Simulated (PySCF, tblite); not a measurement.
# CH13NOSi5: geometry, infrared bands and NMR shifts

Wanted: the infrared bands and NMR shifts of CH13NOSi5 (`[SiH3]O[Si@H]1[SiH2]C[SiH2]N1[SiH3]`), by calculation.

Computed with tblite 0.8.0 and PySCF 2.14.0, with density-fitted response routines of our own, on a single molecule in the gas phase. Atoms are numbered from 0 throughout.

## 1. The molecule as given

21 atoms, charge 0, multiplicity 1; geometry from: force field or distance geometry start.

Bonds of the start (Å): Si0–O1 1.72, O1–Si2 1.70, Si2–Si3 2.26, Si3–C4 1.87, C4–Si5 1.87, Si5–N6 1.78, N6–Si7 1.77, N6–Si2 1.79, Si0–H8 1.48, Si0–H9 1.47, Si0–H10 1.46, Si2–H11 1.45, Si3–H12 1.45, Si3–H13 1.46, C4–H14 1.10, C4–H15 1.10, Si5–H16 1.49, Si5–H17 1.46, Si7–H18 1.48, Si7–H19 1.46, Si7–H20 1.48.

## 2. Optimising the geometry with GFN2-xTB

What the job is given:

```
{"job": {"kind": "relax", "xc": "GFN2-xTB", "basis": "xTB"}, "charge": 0, "multiplicity": 1}
Si     3.146800    -1.341100     0.011600
O      1.711200    -0.807700    -0.773300
Si     0.546200    -0.202200     0.302600
Si     0.568000     2.049000     0.137900
C     -0.989700     2.278600    -0.868600
Si    -2.063600     0.907100    -0.194200
N     -1.051100    -0.531000    -0.441300
Si    -1.786800    -2.037100     0.120400
H      3.252500    -2.808800    -0.141400
H      3.208200    -0.944000     1.423100
H      4.306900    -0.771600    -0.664600
H      0.656600    -0.671400     1.672700
H      1.753500     2.504000    -0.556300
H      0.385900     2.681700     1.443400
H     -0.719500     2.025200    -1.904900
H     -1.429300     3.279200    -0.740800
H     -2.221400     1.179300     1.258300
H     -3.364700     0.820900    -0.851600
H     -1.346200    -3.108100    -0.798000
H     -3.245800    -2.030800     0.102400
H     -1.326500    -2.454200     1.462000
```

On the command line:

```bash
$ OMP_NUM_THREADS=1 python probes_run.py task.json out
```

One launch serves the whole session: the jobs run in the order shown.

**Question.** This job is followed by: GFN2-xTB harmonic vibrations, gas phase; GIAO PBE0/pcSseg-1 NMR shielding, non-relativistic, gas phase. Predict these results of the whole session: strongest single infrared mode (GFN2-xTB); zero-point energy (GFN2-xTB); 13C shifts against TMS (PBE0/pcSseg-1); 1H shifts against TMS (PBE0/pcSseg-1, means over atoms taken as alike); 29Si shifts against TMS (PBE0/pcSseg-1); 17O shifts against H2O (PBE0/pcSseg-1); 15N shifts against NH3 (PBE0/pcSseg-1).

As calculated:

| quantity | value |
| --- | --- |
| strongest single infrared mode (GFN2-xTB) | 1080 cm⁻¹, 622 km/mol |
| zero-point energy (GFN2-xTB) | 79.4 kcal/mol |
| 13C shifts against TMS (PBE0/pcSseg-1) | -15.0 ppm |
| 1H shifts against TMS (PBE0/pcSseg-1, means over atoms taken as alike) | 5.55, 5.22, 5.15, 4.93, 4.87, 4.08, 3.95, 0.39, 0.17 ppm |
| 29Si shifts against TMS (PBE0/pcSseg-1) | -7.7, -19.5, -44.9, -57.6, -82.7 ppm |
| 17O shifts against H2O (PBE0/pcSseg-1) | 41.9 ppm |
| 15N shifts against NH3 (PBE0/pcSseg-1) | 43.6 ppm |

**Reading.** The optimisation took 165 steps and gained 1.236 eV; among the close pairs (by a distance rule), Si0–O1 changed most, from 1.721 to 1.617 Å. The lowest mode is slightly imaginary (16i cm⁻¹), a soft motion within the noise of the Hessian, so the minimum is not strictly shown. The strongest single mode, at 1080 cm⁻¹, moves mainly O1. GFN2-xTB is a fitted tight-binding method: band positions and strengths are rough. Its intensities can rank the bands wrongly. At PBE0/pcSseg-1: The widest tensor belongs to O1: span 139 ppm, with a paramagnetic part of -108 ppm.
